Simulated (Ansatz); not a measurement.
# CH4AlGaOS: basis-set convergence

An exercise on one series of results from a longer session: the logs are not shown, and one member is left open.

The runs use Ansatz 0.2.0, Gaussian basis; one geometry, several basis sets.

The runs, in order: PBE0-D4/def2-SVP; ωB97M-V/def2-SVP; PBE0-D4/def2-QZVPP; ωB97M-V/def2-QZVPP; the functionals' def2-TZVPP values are taken from earlier runs.

### The relaxed structure

The geometry comes from an earlier relaxation with PBE0-D4 in a triple-zeta def2 set; it is a stationary point, not always the lowest conformer.

SMILES `[AlH2][O][GaH][CH]=S`, 9 atoms, charge 0, spin multiplicity 1.

Atoms are counted from 1 here; the program's logs count them from 0.

Bond lengths: Al1–O2 1.677 Å, Al1–H6 1.583 Å, Al1–H7 1.583 Å, O2–Ga3 1.768 Å, Ga3–C4 1.978 Å, Ga3–H8 1.555 Å, C4–S5 1.612 Å, C4–H9 1.094 Å. Angles: O2–Al1–H6 118.6°, O2–Al1–H7 118.5°, H6–Al1–H7 122.9°, Al1–O2–Ga3 177.9°, O2–Ga3–C4 115.9°, O2–Ga3–H8 119.7°, C4–Ga3–H8 124.4°, Ga3–C4–S5 120.5°, Ga3–C4–H9 120.9°, S5–C4–H9 118.7°.

The first run:

in.yaml

```yaml
crystal:
  periodic: [false, false, false]
  atoms:
    - {symbol: Al, position_ang: [0.886652, 0.412225, -2.288815]}
    - {symbol: O, position_ang: [0.607063, 0.019589, -0.682287]}
    - {symbol: Ga, position_ang: [0.373808, -0.408693, 1.017469]}
    - {symbol: C, position_ang: [-1.442604, -0.110386, 1.741350]}
    - {symbol: S, position_ang: [-1.751173, -0.362112, 3.303495]}
    - {symbol: H, position_ang: [1.356360, 1.883194, -2.638002]}
    - {symbol: H, position_ang: [0.657414, -0.701607, -3.390529]}
    - {symbol: H, position_ang: [1.566690, -0.968842, 1.842036]}
    - {symbol: H, position_ang: [-2.254210, 0.236632, 1.095293]}
basis:
  gaussian: {orbitals: def2-SVP}
hamiltonian: {xc: pbe0, dispersion: d4}
output: {orbitals: {seedname: orbitals}}
```

Run with:

```console
ansatz run in.yaml --threads 4 --pin off --events-out ev --progress --plain --max-ram 10444MiB
```

Among the steps run: PBE0-D4 in def2-SVP; ωB97M-V in def2-SVP; PBE0-D4 in def2-QZVPP; ωB97M-V in def2-QZVPP.

One of the session's tables, all rows but one given; the rest of the session is left out.

It belongs to the step «Functionals by basis». 

```
functional       basis  HOMO (eV)  LUMO (eV)
   PBE0-D4    def2-SVP      -6.25      -2.92
   PBE0-D4  def2-TZVPP          ?          ?
   PBE0-D4  def2-QZVPP      -6.39      -3.06
   ωB97M-V    def2-SVP      -8.37      -0.74
   ωB97M-V  def2-TZVPP      -8.52      -0.91
   ωB97M-V  def2-QZVPP      -8.56      -0.97
```

**Question.** Estimate the row for PBE0-D4, def2-TZVPP.

**Answer.** HOMO (eV): -6.37; LUMO (eV): -3.03. In the column «HOMO (eV)» it lies between PBE0-D4, def2-QZVPP (-6.39) and PBE0-D4, def2-SVP (-6.25).
